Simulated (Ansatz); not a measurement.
Cd3Se:

```
CELL_PARAMETERS angstrom
-2.04095 2.04095 6.08708
2.04095 -2.04095 6.08708
2.04095 2.04095 -6.08708
ATOMIC_POSITIONS crystal
Cd 0.50000 0.50000 0.00000
Cd 0.25000 0.75000 0.50000
Cd 0.75000 0.25000 0.50000
Se 0.00000 0.00000 0.00000
```

The cell comes from a database or a generator and needn't be the stable form of this composition.

Base run:

| Item | Value |
| --- | --- |
| Program | Ansatz 0.2.0 |
| Functional | PBEsol |
| Potentials or basis | all-electron LAPW, inner shells corrected to Dirac's equation |
| Cutoff | 223 eV (chosen from the basis error) |
| Basis error allowed | 0.002 eV/atom |
| k mesh | 9 × 9 × 9 |
| Occupations | fermi-dirac, width 0.05 eV |
| Spin | no spin polarisation |

Its results: pressure -3.7 GPa.

Q: The run is repeated on the same cell with these changes: potentials or basis from all-electron LAPW, inner shells corrected to Dirac's equation to all-electron LAPW, non-relativistic. What comes out?

A: Pressure -2.3 GPa.

Caveats: relativity is left out, which matters for the heavier elements (some runs).
